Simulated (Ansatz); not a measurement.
# C3H8Cl3NZr: the cost of one run

The runs use Ansatz 0.2.0, Gaussian basis; the settings change from run to run.

1 further run of the same task is left out (it didn't finish).

## Step 1: The relaxed structure

The geometry comes from an earlier relaxation with PBE0-D4 in a triple-zeta def2 set; it is a stationary point, not always the lowest conformer. Zr takes a core potential in def2 sets; no spin-orbit term is included.

SMILES `CC[N](C)[Zr]([Cl])([Cl])[Cl]`, 16 atoms, charge 0, spin multiplicity 1.

Atoms are counted from 1 here; the program's logs count them from 0.

Bond lengths: C1–C2 1.520 Å, C1–H9 1.092 Å, C1–H10 1.092 Å, C1–H11 1.092 Å, C2–N3 1.451 Å, C2–H12 1.099 Å, C2–H13 1.093 Å, N3–C4 1.450 Å, N3–Zr5 1.976 Å, C4–H14 1.095 Å, C4–H15 1.097 Å, C4–H16 1.099 Å, Zr5–Cl6 2.354 Å, Zr5–Cl7 2.342 Å, Zr5–Cl8 2.353 Å. Angles: C2–C1–H9 110.7°, C2–C1–H10 110.0°, C2–C1–H11 111.9°, H9–C1–H10 108.3°, H9–C1–H11 108.3°, H10–C1–H11 107.6°, C1–C2–N3 113.7°, C1–C2–H12 109.9°, C1–C2–H13 109.4°, N3–C2–H12 108.7°, N3–C2–H13 108.2°, H12–C2–H13 106.6°, C2–N3–C4 115.6°, C2–N3–Zr5 132.4°, C4–N3–Zr5 112.0°, N3–C4–H14 112.2°, N3–C4–H15 111.0°, N3–C4–H16 110.8° and more.

## Step 2: B97/def2-mTZVPP

File in.yaml:

```yaml
crystal:
  periodic: [false, false, false]
  atoms:
    - {symbol: C, position_ang: [1.890584, -0.940290, 0.099829]}
    - {symbol: C, position_ang: [0.982184, 0.080243, 0.765366]}
    - {symbol: N, position_ang: [-0.320296, 0.198456, 0.137205]}
    - {symbol: C, position_ang: [-1.201217, -0.941445, 0.300444]}
    - {symbol: Zr, position_ang: [-1.171732, 1.648750, -0.899333]}
    - {symbol: Cl, position_ang: [-3.105663, 2.284011, 0.282187]}
    - {symbol: Cl, position_ang: [0.385871, 3.386555, -1.099399]}
    - {symbol: Cl, position_ang: [-1.781335, 0.731252, -2.978745]}
    - {symbol: H, position_ang: [2.052436, -0.686208, -0.949850]}
    - {symbol: H, position_ang: [2.860606, -0.959303, 0.601268]}
    - {symbol: H, position_ang: [1.475082, -1.948579, 0.147585]}
    - {symbol: H, position_ang: [0.841135, -0.178058, 1.824275]}
    - {symbol: H, position_ang: [1.461883, 1.062285, 0.743730]}
    - {symbol: H, position_ang: [-0.810875, -1.839554, -0.188974]}
    - {symbol: H, position_ang: [-1.374287, -1.155110, 1.362092]}
    - {symbol: H, position_ang: [-2.184367, -0.743016, -0.147660]}
basis:
  gaussian: {orbitals: def2-mTZVPP}
hamiltonian: {xc: {name: B97}}
output: {forces: true}
```

Launch:

```console
ansatz run in.yaml --threads 5 --pin off --events-out ev --progress --plain --max-ram 66560MiB --backend cpu
```

**Question.** How long does this run take on 5 threads of AMD EPYC 7R13, shared host, and how much memory does it need?

About 9.5 s, with a peak of 1.1 GiB.
